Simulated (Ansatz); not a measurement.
## CsLiCr2Te2S3: equation of state with PBE

The system is CsLiCr2Te2S3.

```
Cs Li Cr Te S
1.0
     3.31929    1.91639    6.87982
    -3.31929    1.91639    6.87982
     0.00000   -3.83279    6.87982
Cs Li Cr Te S
1 1 2 2 3
Direct
  0.00000 0.00000 0.00000
  0.50000 0.50000 0.50000
  0.79848 0.79848 0.79848
  0.20152 0.20152 0.20152
  0.67990 0.67990 0.67990
  0.32010 0.32010 0.32010
  0.13626 0.86374 0.50000
  0.50000 0.13626 0.86374
  0.86374 0.50000 0.13626
```

The cell was built by a generator and needn't be a form met in nature.

```
Program             : Ansatz 0.2.0
Task                : equation of state
Functional          : PBE
Potentials or basis : Ansatz PAW
Cutoff              : 420 eV
Density cutoff      : 1680 eV
k mesh              : 5 × 5 × 5
Occupations         : fermi-dirac, width 0.05 eV
Spin                : collinear spin, ferromagnetic start
Starting moments    : [0.0, 0.0, 3.0, 3.0, 0.0, 0.0, 0.0, 0.0, 0.0] μB
```

```json
{
  "Equilibrium volume": "29.16 Å³/atom",
  "Bulk modulus at fixed shape and positions": "39 GPa",
  "Pressure derivative of the bulk modulus": "4.6"
}
```

Energy against volume, from the lowest point:
```csv
volume (Å³/atom),energy (meV/atom)
27.425,13.99
28.008,5.92
28.592,1.39
29.175,0.00
29.759,1.43
30.342,5.37
30.926,11.56
```

All runs of the series together: 93 s on 8 threads of Intel(R) Xeon(R) Platinum 8375C CPU @ 2.90GHz (Ice Lake), with other jobs on the host.

Caveat: the cell was scaled at fixed shape and fractional positions, which overstates the stiffness of a crystal with free parameters, most of all of layers and chains. The run has no spin-orbit coupling, so splittings on Cs, Te are missing.
